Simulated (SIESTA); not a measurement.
Write the native input for SIESTA 5.4.2 that does the following.

```
Task                : single point
Functional          : PBEsol
Potentials or basis : PseudoDojo 0.4 standard (PBEsol files)
Basis               : DZP (energy shift 0.003 Ry; two zetas on semicore shells)
Grid cutoff         : 800 Ry
Energy shift        : 0.003 Ry
k mesh              : 12 × 12 × 12
Occupations         : fermi-dirac, width 0.05 eV
Spin                : no spin polarisation
```

The system is MoPt2.

```xyz
3
Lattice="-1.3740 1.9575 4.1190 1.3740 -1.9575 4.1190 1.3740 1.9575 -4.1190" Properties=species:S:1:pos:R:3 pbc="T T T"
Pt    0.0000    0.0000    2.9080
Pt    0.0000    0.0000    5.3300
Mo    0.0000    0.0000    0.0000
```

The input as run:

MoPt2.fdf

```
SystemName                      MoPt2
SystemLabel                     MoPt2
NumberOfSpecies                 2
NumberOfAtoms                   3
%block ChemicalSpeciesLabel
  1  78 Pt
  2  42 Mo
%endblock ChemicalSpeciesLabel

LatticeConstant                 1.0 Ang
%block LatticeVectors
    -1.3740000000     1.9575000000     4.1190000000
     1.3740000000    -1.9575000000     4.1190000000
     1.3740000000     1.9575000000    -4.1190000000
%endblock LatticeVectors
AtomicCoordinatesFormat         Fractional
%block AtomicCoordinatesAndAtomicSpecies
     0.3530000000     0.3530000000     0.0000000000  1  Pt
     0.6470000000     0.6470000000     0.0000000000  1  Pt
     0.0000000000     0.0000000000     0.0000000000  2  Mo
%endblock AtomicCoordinatesAndAtomicSpecies

%block kgrid.MonkhorstPack
   12   0   0  0.0
    0  12   0  0.0
    0   0  12  0.0
%endblock kgrid.MonkhorstPack
XC.Functional                   GGA
XC.Authors                      PBEsol
PAO.BasisSize                   DZP
PAO.EnergyShift                 0.003 Ry
Mesh.Cutoff                     800 Ry
OccupationFunction              FD
ElectronicTemperature           0.05 eV
MaxSCFIterations                120
SCF.MustConverge                false
SCF.Mixer.Method                Pulay
SCF.Mixer.Weight                0.25
SCF.Mixer.History               8
SCF.DM.Tolerance                5.0e-05
SCF.H.Tolerance                 1.0e-03 eV
WriteForces                     true
Charge.Mulliken                 end
Charge.Hirshfeld                end
Charge.Voronoi                  end
SaveRho                         true
SaveElectrostaticPotential      true
%block PAO.Basis
  Pt 5
  n=5 0 2
    2.732 0.000
  n=6 0 2
    7.268 0.000
  n=5 1 2
    3.260 0.000
  n=6 1 1
    7.268
  n=5 2 2
    5.669 0.000
  Mo 5
  n=4 0 2
    3.234 0.000
  n=5 0 2
    8.897 0.000
  n=4 1 2
    3.729 0.000
  n=5 1 1
    8.897
  n=4 2 2
    6.735 0.000
%endblock PAO.Basis
```

Potentials or basis: PseudoDojo 0.4 standard (PBEsol files), DZP (energy shift 0.003 Ry; two zetas on semicore shells).

Run with:

```sh
$ siesta MoPt2.fdf > MoPt2.out 2>&1
```

It gave:

```yaml
Pressure: 16.5 GPa
Largest_force: 5.916 eV/Å
Band_gap_on_the_k_mesh: none (metal or under the smearing width)
Hirshfeld_charges: Pt +0.02; Mo -0.03 e
Voronoi_charges: Pt -0.01; Mo +0.01 e
```

Caveat: Mulliken charges of long-ranged orbitals can have an unphysical sign; short orbitals over semicore shells can move pressures by several GPa; so large a pressure means that the cell lies far from this level's equilibrium, or that cutoff or potentials fall short; the basis of atomic orbitals isn't converged, which shifts pressures, moduli and gaps; forces of over 1 eV/Å show positions far from the minimum, so gaps and moduli don't describe the material at rest.

Wall time 3.8 min on 1 thread of Arm Neoverse V2, with other jobs on the host, peak memory 0.56 GiB.
